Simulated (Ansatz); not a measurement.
# ScAl, space group Pm-3m: an all-electron equation of state

Computed with the Python package of Ansatz (0.2.0).

Notebook, run cell by cell (the value of a cell's last expression is shown):

**Cell 1**
```python
from dataclasses import dataclass

import ansatz as az
from ase.eos import EquationOfState
from ase.units import GPa
import numpy as np
```

**Cell 2**
```python
@dataclass
class RunConfig:
    xc: str = "pbesol"
    occupations: str = "gaussian"
    n_empty: int = 6
    kgrid: tuple[int, ...] = (9, 9, 9)
```

**Cell 3**
```python
opts = RunConfig()
```

**Cell 4**
```python
vectors0 = np.array([
    [3.37035, 0.0, 0.0],
    [0.0, 3.37035, 0.0],
    [0.0, 0.0, 3.37035],
])
sites = [
    ("Sc", (0.5, 0.5, 0.5)),
    ("Al", (0.0, 0.0, 0.0)),
]
```

**Cell 5**
```python
def crystal_on(cell):
    crystal = az.Crystal(lattice=az.Lattice.of(cell))
    for symbol, position in sites:
        crystal = crystal.atom(symbol, position)
    return crystal
```

**Cell 6**
```python
volumes, energies = [], []
for scale in np.linspace(0.92, 1.08, 5):
    cell = vectors0 * scale ** (1 / 3)
    job = (
        crystal_on(cell).calculation()
        .functional(opts.xc)
        .occupations(opts.occupations, width=50 * az.meV)
        .mixing("broyden", preconditioner="kerker")
        .scf(extra_bands=opts.n_empty, lower_state_search="off")
        .kpoints(*opts.kgrid)
        .pseudopotentials("all_electron", lapw=True)
    )
    report = job.run(threads=1, pin="off").report
    volumes.append(abs(np.linalg.det(cell)) / len(sites))
    energies.append(report["free_energy_ev"] / len(sites))
    print(f"{scale:.3f} {volumes[-1]:9.4f} A^3/atom {energies[-1]:16.5f} eV/atom  (estimated basis error {1000 * report['lapw_basis_errors']['total_ev_per_atom']:.2f} meV/atom)")
v0, e0, bulk = EquationOfState(volumes, energies, eos="birchmurnaghan").fit()
print(f"V0 = {v0:.4f} A^3/atom, B0 = {bulk / GPa:.1f} GPa")
```
Output:
```text
0.920   17.6110 A^3/atom     -13683.30328 eV/atom  (estimated basis error 0.05 meV/atom)
0.960   18.3766 A^3/atom     -13683.31932 eV/atom  (estimated basis error 0.05 meV/atom)
1.000   19.1423 A^3/atom     -13683.31771 eV/atom  (estimated basis error 0.05 meV/atom)
1.040   19.9080 A^3/atom     -13683.30274 eV/atom  (estimated basis error 0.05 meV/atom)
1.080   20.6737 A^3/atom     -13683.27655 eV/atom  (estimated basis error 0.05 meV/atom)
V0 = 18.6825 A^3/atom, B0 = 80.4 GPa
```

A third-order Birch-Murnaghan fit through the 5 points has its minimum at 18.68 Å³ an atom, 2.4 % below the typed cell, with a bulk modulus of 80 GPa. From that minimum the energy rises by 17.3 meV an atom on the compressed side and 44.0 meV on the expanded side.

Notes:
- The settings weren't tested for convergence.
- No spin polarisation was allowed.
- The mesh is modest for a metal, so energies can be off by several to tens of meV an atom and pressures by half a GPa or more; differences at equal mesh fare better.
- This cell is a computed structure, which may not be the phase found in nature.
- It ran for 29 s on 1 thread of Arm Neoverse V2, on a shared host, peak memory 0.36 GiB.
